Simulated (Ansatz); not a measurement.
# Al₂F₂H₄S₂: up Jacob's ladder to CCSD(T)

The task here is to estimate one member of a computed series from the others.

Computed with Ansatz 0.2.0, Gaussian basis. Level: functionals in def2-TZVPP, the program's frozen cores in correlated methods.

The runs, in order: LDA (SPW92), PBE-D4, revPBE-D4, BLYP-D4, r2SCAN-D4, B97M-V, PBE0-D4, B3LYP-D4, r2SCANh-D4, r2SCAN0-D4, HSE06-D4, BHLYP-D4, CAM-B3LYP-D4, LC-ωPBE, ωB97X-V, ωB97M-V, B2PLYP, PBE-QIDH; CCSD(T)/def2-SVP; CCSD(T)/def2-TZVPP; MP2/def2-QZVPP; extrapolation to the limit; RPA on PBE.

### Structure used throughout

All runs share one geometry, relaxed beforehand with PBE0-D4 in a triple-zeta def2 set.

SMILES `[F][Al@H-]1[SH+][Al@@H-]([F])[SH+]1`, 10 atoms, charge 0, spin multiplicity 1.

Atoms are counted from 1 here; the program's logs count them from 0.

Bond lengths: F1–Al2 1.657 Å, Al2–S3 2.360 Å, Al2–S6 2.360 Å, Al2–H7 1.570 Å, S3–Al4 2.360 Å, S3–H8 1.347 Å, Al4–F5 1.657 Å, Al4–S6 2.360 Å, Al4–H9 1.570 Å, S6–H10 1.347 Å. Angles: F1–Al2–S3 105.7°, F1–Al2–S6 105.7°, F1–Al2–H7 124.1°, S3–Al2–S6 96.1°, S3–Al2–H7 110.8°, S6–Al2–H7 110.8°, Al2–S3–Al4 83.7°, Al2–S3–H8 92.5°, Al4–S3–H8 92.5°, S3–Al4–F5 105.7°, S3–Al4–S6 96.1°, S3–Al4–H9 110.8°, F5–Al4–S6 105.7°, F5–Al4–H9 124.1°, S6–Al4–H9 110.8°, Al2–S6–Al4 83.7°, Al2–S6–H10 92.5°, Al4–S6–H10 92.5°.

The first run:

in.yaml

```yaml
crystal:
  periodic: [false, false, false]
  atoms:
    - {symbol: F, position_ang: [0.965787, -0.758741, -2.304153]}
    - {symbol: Al, position_ang: [1.378230, -0.416140, -0.735823]}
    - {symbol: S, position_ang: [-0.111496, -1.663705, 0.603659]}
    - {symbol: Al, position_ang: [-0.925438, 0.463099, 1.223552]}
    - {symbol: F, position_ang: [-2.463776, 0.550278, 0.612753]}
    - {symbol: S, position_ang: [0.425516, 1.692344, -0.270867]}
    - {symbol: H, position_ang: [2.840473, -0.503265, -0.171198]}
    - {symbol: H, position_ang: [-1.006670, -1.779794, -0.396611]}
    - {symbol: H, position_ang: [-0.549659, 0.790804, 2.712161]}
    - {symbol: H, position_ang: [-0.469968, 1.573920, -1.270573]}
basis:
  gaussian: {orbitals: def2-TZVPP}
hamiltonian: {xc: lda}
output: {orbitals: {seedname: orbitals}}
```

Launch:

```sh
ansatz run in.yaml --threads 4 --pin off --events-out ev --progress --plain --max-ram 10444MiB
```

Among the steps run: LDA; PBE-D4 (GGA); revPBE-D4 (GGA); BLYP-D4 (GGA); r2SCAN-D4 (meta-GGA); B97M-V (meta-GGA); PBE0-D4 (hybrid); B3LYP-D4 (hybrid); r2SCANh-D4 (hybrid); r2SCAN0-D4 (hybrid); HSE06-D4 (hybrid); BHLYP-D4 (hybrid); CAM-B3LYP-D4 (range-separated); LC-ωPBE (range-separated); ωB97X-V (range-separated); ωB97M-V (range-separated); B2PLYP (double hybrid); PBE-QIDH (double hybrid).

One table of the session follows, with a row left open; its other results are not shown here.

It belongs to the step «Frontier levels by functional». 

```
  functional  HOMO (eV)  gap (eV)
 LDA (SPW92)      -7.53      5.37
      PBE-D4      -7.45      5.51
   revPBE-D4          ?         ?
     BLYP-D4      -7.34      5.54
   r2SCAN-D4      -7.79      6.10
      B97M-V      -7.86      6.07
     PBE0-D4      -8.74      7.64
    B3LYP-D4      -8.52      7.24
  r2SCANh-D4      -8.25      6.87
  r2SCAN0-D4      -8.95      8.00
    HSE06-D4      -8.34      6.87
    BHLYP-D4      -9.92      9.73
CAM-B3LYP-D4     -10.08     10.04
     LC-ωPBE     -11.44     12.54
     ωB97X-V     -11.09     12.05
     ωB97M-V     -10.87     11.58
```

Q: Estimate the row for revPBE-D4 from the others.

As computed: HOMO (eV): -7.41; gap (eV): 5.58. In the column «HOMO (eV)» it lies between PBE-D4 (-7.45) and BLYP-D4 (-7.34).
